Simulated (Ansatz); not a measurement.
# CuP6: a trial structure relaxed

Where does this trial cell of CuP6 go when cell and atoms are let free?

Computed with Ansatz 0.2.0 (DFT PBE, scalar-relativistic, plane waves, PAW, unless a step's input says otherwise).

2 further runs of the same task are left out: 1 that didn't finish, 1 set aside as unsound or not needed.

## Step 1: The system as given

The structure is cubic, space group Pm-3m (No. 221). Conventional cell: a = 5.340 Å, b = 5.340 Å, c = 5.340 Å, α = 90.00°, β = 90.00°, γ = 90.00°. Around Cu (site symmetry m-3m) lie 24 P at 3.94 Å. P (site symmetry 4mm) has 5 P at 2.19 to 2.24 Å as nearest neighbours.

Structure file:

```xyz
7
Lattice="5.3402 0.0000 0.0000 0.0000 5.3402 0.0000 0.0000 0.0000 5.3402" Properties=species:S:1:pos:R:3 pbc="T T T"
Cu    0.0000    0.0000    0.0000
P     1.1214    2.6701    2.6701
P     2.6701    1.1214    2.6701
P     4.2187    2.6701    2.6701
P     2.6701    4.2187    2.6701
P     2.6701    2.6701    1.1214
P     2.6701    2.6701    4.2187
```

Recipe of the guess: species swapped into a database cell of SiB6 (Pm-3m, No. 221), with Cu on the Si sites and P on the B sites. The dimensions are guesses.

## Step 2: A first look at the guess

input.yaml reads:

```yaml
crystal:
  lattice:
    - [5.34018163, 0.0, 0.0]
    - [0.0, 5.34018163, 0.0]
    - [0.0, 0.0, 5.34018163]
  atoms:
    - { symbol: Cu, position: [0.0, 0.0, 0.0] }
    - { symbol: P, position: [0.20999999, 0.5, 0.5] }
    - { symbol: P, position: [0.5, 0.20999999, 0.5] }
    - { symbol: P, position: [0.79000001, 0.5, 0.5] }
    - { symbol: P, position: [0.5, 0.79000001, 0.5] }
    - { symbol: P, position: [0.5, 0.5, 0.20999999] }
    - { symbol: P, position: [0.5, 0.5, 0.79000001] }
basis:
  ecutwfc: 420
kpoints:
  mp_grid: { grid: [4, 4, 4] }
hamiltonian:
  xc: pbe
scf:
  occupations: { method: gaussian, width: 0.1 }
  lower_state_search: "off"
output:
  forces: true
  stress: true
  eigenvalues: true
```

Run with:

```
> ansatz run input.yaml --threads 1 --pin off --max-ram 2048MiB --backend cpu --events-out ev --progress --plain --runs-dir out
```

Further runs follow: coarse relaxation; relaxation on the finer mesh; the kicked end on a coarse mesh; coarse relaxation (after the kick); full relaxation (after the kick).

What does the calculation give? Wanted: conventional cell; volume; energy over the elements, black P; gap on the mesh.

As calculated:

```
                                    quantity                                                                      value
symmetry at the first end (tolerance 0.05 Å)                                                space group Pm-3m (No. 221)
                           conventional cell  a = 5.788 Å, b = 5.788 Å, c = 5.788 Å, α = 90.00°, β = 90.00°, γ = 90.00°
                                      volume                                                              27.71 Å³/atom
           energy over the elements, black P                                                              +1.14 eV/atom
                             gap on the mesh                                                               none (metal)
```

What this shows: The space group Pm-3m (No. 221) is kept, and the volume per atom grows by 27.4 % from the first guess. With a positive formation energy it can't be a ground state. No finished test with a distortion of lower symmetry is shown, so the end may be a saddle point.
